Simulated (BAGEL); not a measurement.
# HF/STO-3G (density fitting with qzvpp-jkfit) run of B2H6O2 (SMILES [BH2-]1[OH+][BH2-][OH+]1)

What is the energy change on altering one bond length of B2H6O2 at HF/STO-3G (density fitting with qzvpp-jkfit)? 

The calculation is run with BAGEL 1.2.2.

## Step 1: Starting point

B2H6O2 has 10 atoms, charge 0, and is taken as a singlet. SMILES: `[BH2-]1[OH+][BH2-][OH+]1`. The coordinates come from a PBE0-D4/def2-TZVP relaxation.

Bond lengths: B1–O2 1.558 Å, O2–B3 1.558 Å, B1–O4 1.558 Å, B3–O4 1.558 Å, B1–H5 1.204 Å, B1–H6 1.196 Å, O2–H7 0.960 Å, B3–H8 1.204 Å, B3–H9 1.196 Å, O4–H10 0.960 Å. Some angles: B1–O2–B3 88.7°, O2–B1–O4 91.1°, O2–B3–O4 91.1°, B1–O4–B3 88.7°, B1–O2–H7 112.2°, B3–O2–H7 112.2°, O2–B1–H5 111.9°, O2–B1–H6 110.2°, O4–B1–H5 111.9°, O4–B1–H6 110.2°.

## Step 2: The energy at HF/STO-3G (density fitting with qzvpp-jkfit)

File input.json:

```json
{ "bagel": [

{
  "title": "molecule",
  "basis": "sto-3g",
  "df_basis": "qzvpp-jkfit",
  "angstrom": true,
  "geometry": [
    { "atom": "B", "xyz": [      -0.454300,       0.871100,      -0.485000 ] },
    { "atom": "O", "xyz": [      -1.010100,      -0.446200,       0.134100 ] },
    { "atom": "B", "xyz": [       0.389600,      -0.696200,       0.771200 ] },
    { "atom": "O", "xyz": [       0.974600,       0.554700,       0.049600 ] },
    { "atom": "H", "xyz": [      -0.497800,       0.855800,      -1.688200 ] },
    { "atom": "H", "xyz": [      -0.907900,       1.818900,       0.085900 ] },
    { "atom": "H", "xyz": [      -1.225800,      -1.099300,      -0.535700 ] },
    { "atom": "H", "xyz": [       0.888100,      -1.718000,       0.374900 ] },
    { "atom": "H", "xyz": [       0.345300,      -0.508400,       1.951400 ] },
    { "atom": "H", "xyz": [       1.581300,       0.316300,      -0.655300 ] }
  ]
},

{ "title": "hf" },

{ "title": "print", "file": "orbitals.molden", "orbitals": true }

]}
```

On the command line:

```
BAGEL_NUM_THREADS=1 BAGEL input.json > input.out
```

The log of the run:

```text
* using 1 threads per process

  ===============================================================
  ===============================================================

  *** Geometry ***

  { "atom" : "B", "xyz" : [     -0.858503,      1.646140,     -0.916517 ] },
  { "atom" : "O", "xyz" : [     -1.908812,     -0.843196,      0.253412 ] },
  { "atom" : "B", "xyz" : [      0.736237,     -1.315627,      1.457357 ] },
  { "atom" : "O", "xyz" : [      1.841727,      1.048231,      0.093730 ] },
  { "atom" : "H", "xyz" : [     -0.940706,      1.617228,     -3.190236 ] },
  { "atom" : "H", "xyz" : [     -1.715682,      3.437223,      0.162327 ] },
  { "atom" : "H", "xyz" : [     -2.316426,     -2.077376,     -1.012326 ] },
  { "atom" : "H", "xyz" : [      1.678266,     -3.246549,      0.708458 ] },
  { "atom" : "H", "xyz" : [      0.652522,     -0.960737,      3.687612 ] },
  { "atom" : "H", "xyz" : [      2.988224,      0.597720,     -1.238338 ] },

  Number of auxiliary basis functions:      412

  Since a DF basis is specified, we compute 2- and 3-index integrals:
    o Being stored without compression. Storage requirement is 0.002 GB

  Number of basis functions:       26
  Number of electrons      :       32

    * METHOD: MOLECULE                             0.10

  *** RHF ***

  === Nuclear Repulsion ===
   122.5349905246

      * DIIS with orbital gradients will be used.

  === RHF iteration (sto-3g) ===
      0       -199.99251475          0.01552871           0.01
      1       -200.05184566          0.00429414           0.01
      2       -200.05576336          0.00108519           0.01
      3       -200.05608414          0.00009754           0.01
      4       -200.05608723          0.00001913           0.01
      5       -200.05608738          0.00000369           0.01
      6       -200.05608739          0.00000050           0.01
      7       -200.05608739          0.00000011           0.01
      8       -200.05608739          0.00000002           0.01
      9       -200.05608739          0.00000001           0.01
    * SCF iteration converged.

    * Permanent dipole moment:
           (   -0.272119,     0.620940,     0.957333) a.u.

    * METHOD: HF                                   0.12

    * METHOD: PRINT                                0.00

  ===============================================================
```

Run time: 0.34 s. Hardware: 1 thread of Arm Neoverse V2, shared host.

## Step 3: The distorted shape

File hf.json:

```json
{ "bagel" : [

{
  "title" : "molecule",
  "basis" : "sto-3g",
  "df_basis" : "qzvpp-jkfit",
  "angstrom" : true,
  "geometry" : [
    { "atom" : "B", "xyz" : [   -0.432150,    0.777201,   -1.075096 ] },
    { "atom" : "O", "xyz" : [   -0.987950,   -0.540099,   -0.455996 ] },
    { "atom" : "B", "xyz" : [    0.411750,   -0.790099,    0.181104 ] },
    { "atom" : "O", "xyz" : [    0.996750,    0.460801,   -0.540496 ] },
    { "atom" : "H", "xyz" : [   -0.475650,    0.761901,   -2.278296 ] },
    { "atom" : "H", "xyz" : [   -0.885750,    1.725001,   -0.504196 ] },
    { "atom" : "H", "xyz" : [   -1.203650,   -1.193199,   -1.125796 ] },
    { "atom" : "H", "xyz" : [    0.910250,   -1.811899,   -0.215196 ] },
    { "atom" : "H", "xyz" : [    0.345300,   -0.508400,    1.951400 ] },
    { "atom" : "H", "xyz" : [    1.603450,    0.222401,   -1.245396 ] }
  ]
},
{ "title" : "hf" },
{ "title" : "print", "file" : "orbitals.molden", "orbitals" : true }

]}
```

On the command line:

```
BAGEL_NUM_THREADS=1 BAGEL hf.json > hf.out
```

The log of the run:

```text
* using 1 threads per process

  ===============================================================
  ===============================================================

  *** Geometry ***

  { "atom" : "B", "xyz" : [     -0.816645,      1.468697,     -2.031637 ] },
  { "atom" : "O", "xyz" : [     -1.866955,     -1.020639,     -0.861708 ] },
  { "atom" : "B", "xyz" : [      0.778095,     -1.493071,      0.342237 ] },
  { "atom" : "O", "xyz" : [      1.883585,      0.870788,     -1.021389 ] },
  { "atom" : "H", "xyz" : [     -0.898848,      1.439784,     -4.305355 ] },
  { "atom" : "H", "xyz" : [     -1.673825,      3.259779,     -0.952792 ] },
  { "atom" : "H", "xyz" : [     -2.274569,     -2.254819,     -2.127446 ] },
  { "atom" : "H", "xyz" : [      1.720123,     -3.423993,     -0.406662 ] },
  { "atom" : "H", "xyz" : [      0.652522,     -0.960737,      3.687612 ] },
  { "atom" : "H", "xyz" : [      3.030081,      0.420277,     -2.353457 ] },

  Number of auxiliary basis functions:      412

  Since a DF basis is specified, we compute 2- and 3-index integrals:
    o Being stored without compression. Storage requirement is 0.002 GB

  Number of basis functions:       26
  Number of electrons      :       32

    * METHOD: MOLECULE                             0.10

  *** RHF ***

  === Nuclear Repulsion ===
   120.8816830596

      * DIIS with orbital gradients will be used.

  === RHF iteration (sto-3g) ===
      0       -199.84349319          0.01829920           0.01
      1       -199.92653314          0.00505358           0.01
      2       -199.93178865          0.00131440           0.01
      3       -199.93225745          0.00013129           0.01
      4       -199.93226244          0.00002696           0.01
      5       -199.93226268          0.00000625           0.01
      6       -199.93226270          0.00000157           0.01
      7       -199.93226270          0.00000027           0.01
      8       -199.93226270          0.00000007           0.01
      9       -199.93226270          0.00000002           0.01
     10       -199.93226270          0.00000000           0.01
    * SCF iteration converged.

    * Permanent dipole moment:
           (   -0.265879,     0.633427,     1.251156) a.u.

    * METHOD: HF                                   0.13

    * METHOD: PRINT                                0.00

  ===============================================================
```

It took 0.36 s on 1 thread of Arm Neoverse V2, shared host.

## Step 4: Results

Level: HF/STO-3G (density fitting with qzvpp-jkfit).

| quantity | value |
| --- | --- |
| first shape: total energy | -200.05609 Eh |
| first shape: dipole moment | 2.98 D |
| first shape: HOMO energy | -10.40 eV |
| first shape: LUMO energy | 11.82 eV |
| first shape: HOMO–LUMO gap | 22.22 eV |
| distorted shape: total energy | -199.93226 Eh |
| distorted shape: dipole moment | 3.63 D |
| distorted shape: HOMO energy | -7.91 eV |
| distorted shape: LUMO energy | 10.34 eV |
| distorted shape: HOMO–LUMO gap | 18.25 eV |
| energy change with the B3–H9 bond stretched from 1.196 to 1.794 Å | 3.369 eV |

In words: With the B3–H9 bond stretched from 1.196 to 1.794 Å the energy rises by 3.37 eV (78 kcal/mol). The first shape isn't relaxed at this level, so the change isn't measured from a minimum. The minimal basis adds a large error of its own.
